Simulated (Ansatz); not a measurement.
# NbTe (P-6m2) in Ansatz: notebook

One crystal, NbTe, is run at these levels: PBE; tasks: single point.

All numbers are computed with Ansatz 0.2.0; they aren't measurements. Logs are shortened: lines on timing, memory, paths and dates and some standing lists are left out, and cuts for length are marked.

## (1) The crystal as given

It takes space group P-6m2 (No. 187, hexagonal). The conventional cell has a = 3.703 Å, b = 3.703 Å, c = 3.694 Å, α = 90.00°, β = 90.00°, γ = 120.00°. Te (site symmetry -6m2) is surrounded by 6 Nb at 2.83 Å. Nb (site symmetry -6m2) has 6 Te at 2.83 Å as nearest neighbours.

The cell comes from a database or a generator and needn't be the stable form of this composition.

## (2) Single point, PBE, 20.62 Å³/atom (volume scaled by 0.94)

Input file input.yaml:

```yaml
crystal:
  lattice:
    - [3.62738227, 0.0, 0.0]
    - [-1.813691135, 3.1414051951, 0.0]
    - [0.0, 0.0, 3.6187977783]
  atoms:
    - { symbol: Te, position: [0.6666666667, 0.3333333333, 0.0] }
    - { symbol: Nb, position: [0.0, 0.0, 0.5] }
kpoints:
  mp_grid: { grid: [8, 8, 7] }
scf:
  occupations: { method: fermi_dirac, width: 0.05 }
hamiltonian:
  xc: pbe
  pseudopotentials: { kind: all_electron, lapw: { basis_error: 0.0005 } }
output:
  forces: true
  stress: true
  eigenvalues: true
```

Potentials or basis: all-electron LAPW, scalar-relativistic.

The run is started by

```bash
$ ansatz run input.yaml --threads 1 --pin off --max-ram 3072MiB --backend cpu --events-out ev --progress --plain --runs-dir out
```

The program printed:

```text
Warning: RAYON_NUM_THREADS=1 ignored (pool sized by the plan → 1); use --threads N
LAPW: plane waves up to 8.323 Å⁻¹, error target 5.0e-4 eV per atom; small_component_spin mean_spin; Nb in spheres of 1.357 Å, 29 of its electrons in bands, Dirac shells []; Te in spheres of 1.411 Å, 24 of its electrons in bands, Dirac shells [] (how accurate: hamiltonian.pseudopotentials.lapw.basis_error, Limitations)
Engine: ansatz 0.2.0, x86_64-unknown-linux-gnu
Pseudopotentials: kind: all_electron
Pseudopotential: Te, LAPW, valence charge 24, lapw/all_electron/scalar/gaussian/Te, Koelling and Harmon's equation, gaussian nucleus
Pseudopotential: Nb, LAPW, valence charge 29, lapw/all_electron/scalar/gaussian/Nb, Koelling and Harmon's equation, gaussian nucleus
Functional definition: PBE
  parameter kappa = 0.804
  parameter beta = 0.06672455060314922
  exchange = pbe_x(kappa = kappa, mu = beta*pi^2/3)
  correlation = pbe_c(beta = beta)
Crystal: 2 atoms, lattice volume = 41.236 Å³
Basis set: ecut = 263.94668146060906 eV, 405 PW (Γ), exchange–correlation at level 2
Bands: 32, of which v1, the nominal top of the filled ones, is band 27 counted from 1 (26 counted from 0)
Symmetry: 12 space group operations
Space group: P-6m2 (ITA 187), of the structure as read, at distance tolerance 3.5e-5 Å
k-points: 40 of 448 (time reversal used)
Non-local potential: Te, projectors of the file, none
Non-local potential: Nb, projectors of the file, none
Initial density: superposition of atomic densities (chi_scale 0.1, normalization cell, long waves kept (reshape's long-wave potential 0.00 eV rms))
Initial wavefunctions: plane waves of lowest kinetic energy (no species holds an atomic orbital)
Functional: x = pbe(κ = 0.804, μ = 0.2195149727645171), c = pbe(β = 0.06672455060314922)
iter 1 solved again at ethr=1.06e-3 eV; its pass at ethr=1.00e-1 eV (dr2=5.60e-1 eV) is discarded
SCF iter   1: F=—  HF=-288830.653012 eV  |F-HF|=—  |Δ(HF+E_count)|=         —  Δρ=3.31e-2  dr2=5.61e-1  ethr=1.06e-3  ⟨swp⟩=2.1  Hψ=8019  notcnv=0
preconditioner: auto → Kerker (q_TF=auto, 2.845 Å⁻¹)  [metal: Δε(μ)=0.022 eV  Ē_g=8.984 eV  σ=0.050 eV  W_gap=0.11  n_scr=20 (ndim 8)  ℏωp=19.2 eV  f_vac=0.000  D(μ)=1.51/eV (n_scr^D=8)]
SCF iter   2: F=—  HF=-288830.317556 eV  |F-HF|=—  |Δ(HF+E_count)|=   3.35e-1  Δρ=1.41e-2  dr2=8.52e-2  ethr=1.06e-3  ⟨swp⟩=2.0  Hψ=4041  notcnv=0
SCF iter   3: F=—  HF=-288830.310897 eV  |F-HF|=—  |Δ(HF+E_count)|=   6.66e-3  Δρ=1.06e-2  dr2=5.44e-2  ethr=1.61e-4  ⟨swp⟩=2.0  Hψ=3847  notcnv=0
SCF iter   4: F=—  HF=-288830.308090 eV  |F-HF|=—  |Δ(HF+E_count)|=         —  Δρ=3.23e-3  dr2=6.15e-3  ethr=1.03e-4  ⟨swp⟩=2.0  Hψ=3851  notcnv=0
the basis was enlarged: its passes take 321.8 KiB over the memory plan, 1 of 1 planned eigensolver slots
SCF iter   5: F=—  HF=-288830.308549 eV  |F-HF|=—  |Δ(HF+E_count)|=   4.59e-4  Δρ=1.14e-3  dr2=7.68e-4  ethr=1.16e-5  ⟨swp⟩=2.0  Hψ=3840  notcnv=0
SCF iter   6: F=—  HF=-288830.308256 eV  |F-HF|=—  |Δ(HF+E_count)|=   2.93e-4  Δρ=4.72e-4  dr2=8.07e-5  ethr=1.45e-6  ⟨swp⟩=2.0  Hψ=3843  notcnv=0
SCF iter   7: F=—  HF=-288830.308263 eV  |F-HF|=—  |Δ(HF+E_count)|=   6.82e-6  Δρ=1.75e-4  dr2=1.03e-5  ethr=1.52e-7  ⟨swp⟩=2.4  Hψ=3856  notcnv=0
iter 8 solved again at ethr=1.84e-9 eV; its pass at ethr=1.94e-8 eV (dr2=9.74e-7 eV) is discarded
SCF iter   8: F=—  HF=-288830.308269 eV  |F-HF|=—  |Δ(HF+E_count)|=   5.93e-6  Δρ=4.02e-5  dr2=9.74e-7  ethr=1.84e-9  ⟨swp⟩=2.0  Hψ=6580  notcnv=0
SCF iter   9: F=-288830.308269 eV  HF=-288830.308269 eV  |F-HF|=1.74e-8  |Δ(HF+E_count)|=   1.09e-7  Δρ=1.18e-5  dr2=6.80e-8  ethr=1.84e-9  ⟨swp⟩=2.4  Hψ=3856  notcnv=0
SCF 1 converged in 9 iterations: F = -288830.308269 eV  dr2 = 6.80e-8
SCF converged after 9 iterations
Free energy (F): -288830.308269 eV
Harris-Foulkes:  -288830.308269 eV  (|F-HF|=1.74e-8)
Internal energy: -288830.297908 eV  (E = F + TS)
E sigma→0 (E₀):  -288830.303088 eV
Entropy (-TS):   -0.010361 eV (-5.180 meV/atom)
Fermi energy:    19.716530 eV
--- Per-component energies (eV) ---
  E_band       = -4681.400275
  E_kinetic    = 302800.322287
  E_xc         = -8034.698789
  E_electrostatic = -583595.921406  (all electrons and nuclei)
  E_smearing   = -0.010361  (= −TS)
  E_closure    = 0.000000  (closes the sum)
  E_atoms      = -288816.783911  (free atoms, spherical and without spin; not in F)
  Σ components = -288830.308269   (vs F -288830.308269, Δ=0.00e0)
  Basis errors (estimates in eV, not in F): energy 1.7e-4 per atom: plane waves 1.5e-4 (8.1e-5 summed), levels above the bands 2.4e-58, relativity 2.6e-8, radial functions 1.9e-5, core shells 5.5e-7; eigenvalues (radial functions only) 6.5e-7; not estimated: angular momenta, meshes, grids; target (lapw.basis_error) 5.0e-4; muffin-tin radii Nb 1.357 Å, Te 1.411 Å
--- Forces (eV/Å), atoms counted from 1 ---
  atom   1  Te     0.00000000     0.00000000     0.00000000
  atom   2  Nb     0.00000000     0.00000000     0.00000000
  max |Σ_I F_I| component: 1.20e-16 eV/Å
--- Stress (GPa, compression-positive) ---
        6.832625       0.000000      -0.000000
        0.000000       6.832625      -0.000000
       -0.000000      -0.000000       9.926902
  P = ⅓ Tr σ = 7.8641 GPa (78.641 kbar)
--- Band table (eV; the first three rows and the last of 40) ---
  k-point 0: bands = ["-324.1021", "-324.0722", "-324.0722", "-173.6778", "-173.6604", "-173.6604", "-173.6438", "-173.6438", "-141.0820", "-91.1335", "-91.1335", "-91.1210", "-35.7839", "-18.5025", "-18.5025", "-18.4935", "-18.4928", "-18.4928", "-12.0128", "-11.7997", "-11.7997", "5.0489", "16.3840", "16.3840", "16.4267", "17.3685", "19.8434", "19.8434", "22.3950", "22.3950", "22.9618", "25.8107"]
  k-point 1: bands = ["-324.1021", "-324.0722", "-324.0722", "-173.6778", "-173.6604", "-173.6604", "-173.6438", "-173.6438", "-141.0820", "-91.1335", "-91.1335", "-91.1210", "-35.7825", "-18.5021", "-18.5021", "-18.4942", "-18.4942", "-18.4904", "-12.0414", "-11.7969", "-11.7969", "5.2737", "15.1693", "16.5109", "16.5109", "18.0850", "19.3660", "19.3660", "22.6689", "22.6689", "23.4130", "26.8457"]
  k-point 2: bands = ["-324.1021", "-324.0722", "-324.0722", "-173.6778", "-173.6604", "-173.6604", "-173.6438", "-173.6438", "-141.0820", "-91.1335", "-91.1335", "-91.1210", "-35.7794", "-18.5015", "-18.5015", "-18.4973", "-18.4973", "-18.4834", "-12.1050", "-11.7905", "-11.7905", "5.8600", "13.3324", "16.7930", "16.7930", "18.7574", "18.7574", "19.1641", "22.3383", "22.3383", "24.1824", "28.0592"]
  k-point 39: bands = ["-324.1021", "-324.0722", "-324.0722", "-173.6778", "-173.6604", "-173.6604", "-173.6438", "-173.6438", "-141.0820", "-91.1336", "-91.1336", "-91.1210", "-35.7651", "-18.5106", "-18.4996", "-18.4954", "-18.4879", "-18.4687", "-12.0904", "-11.9226", "-11.8610", "7.3732", "13.1527", "13.7516", "14.9959", "18.3644", "20.9402", "21.5952", "22.1160", "22.4523", "23.3818", "24.4463"]
```

It took 12 s on 1 thread of Intel Xeon 6975P-C (Granite Rapids), shared host; peak memory 0.38 GiB.

Results:

```
Free energy            : -288830.3083 eV
Pressure               : 7.9 GPa
Band gap on the k mesh : none (metal or under the smearing width)
```

## (3) Single point, PBE, 21.06 Å³/atom (volume scaled by 0.96)

Edit input.yaml of step 2 so:

```diff
@@ -2,5 +2,5 @@
   lattice:
-    - [3.62738227, 0.0, 0.0]
-    - [-1.813691135, 3.1414051951, 0.0]
-    - [0.0, 0.0, 3.6187977783]
+    - [3.6529280573, 0.0, 0.0]
+    - [-1.8264640286, 3.1635284958, 0.0]
+    - [0.0, 0.0, 3.6442831093]
   atoms:
```

Potentials or basis: all-electron LAPW, scalar-relativistic.

The run is started by

```bash
$ ansatz run input.yaml --threads 1 --pin off --max-ram 3072MiB --backend cpu --events-out ev --progress --plain --runs-dir out
```

It took 13 s on 1 thread of Intel Xeon 6975P-C (Granite Rapids), shared host; peak memory 0.35 GiB.

Results (log left out):

| Property | Result |
| --- | --- |
| Free energy | -288830.3425 eV |
| Pressure | 4.7 GPa |
| Band gap on the k mesh | none (metal or under the smearing width) |

## (4) Single point, PBE, 21.50 Å³/atom (volume scaled by 0.98)

Edit input.yaml of step 3 so:

```diff
@@ -2,5 +2,5 @@
   lattice:
-    - [3.6529280573, 0.0, 0.0]
-    - [-1.8264640286, 3.1635284958, 0.0]
-    - [0.0, 0.0, 3.6442831093]
+    - [3.6781214607, 0.0, 0.0]
+    - [-1.8390607303, 3.1853466232, 0.0]
+    - [0.0, 0.0, 3.6694168905]
   atoms:
```

The run is started by

```bash
$ ansatz run input.yaml --threads 1 --pin off --max-ram 3072MiB --backend cpu --events-out ev --progress --plain --runs-dir out
```

It took 13 s on 1 thread of Intel Xeon 6975P-C (Granite Rapids), shared host; peak memory 0.38 GiB.

It converged, with:

| Quantity | Value |
| --- | --- |
| Free energy | -288830.3604 eV |
| Pressure | 1.9 GPa |
| Band gap on the k mesh | none (metal or under the smearing width) |

## (5) Single point, PBE, 21.93 Å³/atom

Edit input.yaml of step 4 so:

```diff
@@ -2,5 +2,5 @@
   lattice:
-    - [3.6781214607, 0.0, 0.0]
-    - [-1.8390607303, 3.1853466232, 0.0]
-    - [0.0, 0.0, 3.6694168905]
+    - [3.7029743866, 0.0, 0.0]
+    - [-1.8514871933, 3.2068698884, 0.0]
+    - [0.0, 0.0, 3.694211]
   atoms:
```

The run is started by

```bash
$ ansatz run input.yaml --threads 1 --pin off --max-ram 3072MiB --backend cpu --events-out ev --progress --plain --runs-dir out
```

It took 13 s on 1 thread of Intel Xeon 6975P-C (Granite Rapids), shared host; peak memory 0.38 GiB.

Results (log left out):

* Free energy: -288830.3638 eV
* Pressure: -0.6 GPa
* Band gap on the k mesh: none (metal or under the smearing width)

## (6) Single point, PBE, 22.37 Å³/atom (volume scaled by 1.02)

Edit input.yaml of step 5 so:

```diff
@@ -2,5 +2,5 @@
   lattice:
-    - [3.7029743866, 0.0, 0.0]
-    - [-1.8514871933, 3.2068698884, 0.0]
-    - [0.0, 0.0, 3.694211]
+    - [3.7274981105, 0.0, 0.0]
+    - [-1.8637490552, 3.2281080563, 0.0]
+    - [0.0, 0.0, 3.7186766865]
   atoms:
```

Potentials or basis: all-electron LAPW, scalar-relativistic.

The run is started by

```bash
$ ansatz run input.yaml --threads 1 --pin off --max-ram 3072MiB --backend cpu --events-out ev --progress --plain --runs-dir out
```

Run time: 13 s. Hardware: 1 thread of Intel Xeon 6975P-C (Granite Rapids), shared host; peak memory 0.37 GiB.

Results (log left out):

| Property | Result |
| --- | --- |
| Free energy | -288830.3541 eV |
| Pressure | -2.9 GPa |
| Band gap on the k mesh | none (metal or under the smearing width) |

## (7) Single point, PBE, 22.81 Å³/atom (volume scaled by 1.04)

Edit input.yaml of step 6 so:

```diff
@@ -2,5 +2,5 @@
   lattice:
-    - [3.7274981105, 0.0, 0.0]
-    - [-1.8637490552, 3.2281080563, 0.0]
-    - [0.0, 0.0, 3.7186766865]
+    - [3.7517033219, 0.0, 0.0]
+    - [-1.8758516609, 3.2490703843, 0.0]
+    - [0.0, 0.0, 3.7428246143]
   atoms:
```

The run is started by

```bash
$ ansatz run input.yaml --threads 1 --pin off --max-ram 3072MiB --backend cpu --events-out ev --progress --plain --runs-dir out
```

Wall time 14 s (1 thread of Intel Xeon 6975P-C (Granite Rapids), shared host); peak memory 0.35 GiB.

Results (log left out):

| Item | Value |
| --- | --- |
| Free energy | -288830.3328 eV |
| Pressure | -4.9 GPa |
| Band gap on the k mesh | none (metal or under the smearing width) |

## (8) Single point, PBE, 23.25 Å³/atom (volume scaled by 1.06)

Edit input.yaml of step 7 so:

```diff
@@ -2,5 +2,5 @@
   lattice:
-    - [3.7517033219, 0.0, 0.0]
-    - [-1.8758516609, 3.2490703843, 0.0]
-    - [0.0, 0.0, 3.7428246143]
+    - [3.7756001657, 0.0, 0.0]
+    - [-1.8878000828, 3.2697656581, 0.0]
+    - [0.0, 0.0, 3.7666649043]
   atoms:
```

The run is started by

```bash
$ ansatz run input.yaml --threads 1 --pin off --max-ram 3072MiB --backend cpu --events-out ev --progress --plain --runs-dir out
```

It took 14 s on 1 thread of Intel Xeon 6975P-C (Granite Rapids), shared host; peak memory 0.38 GiB.

It converged, with:

- Free energy: -288830.3011 eV
- Pressure: -6.7 GPa
- Band gap on the k mesh: none (metal or under the smearing width)

## (9) For comparison

An earlier run on the cell as given: functional PBE; potentials or basis all-electron LAPW, scalar-relativistic; cutoff 233 eV (chosen from the basis error); basis error allowed 0.001 eV/atom; k mesh 8 × 8 × 7; occupations fermi-dirac, width 0.05 eV; no spin polarisation.

* Pressure: -0.6 GPa
* Band gap on the k mesh: none (metal or under the smearing width)
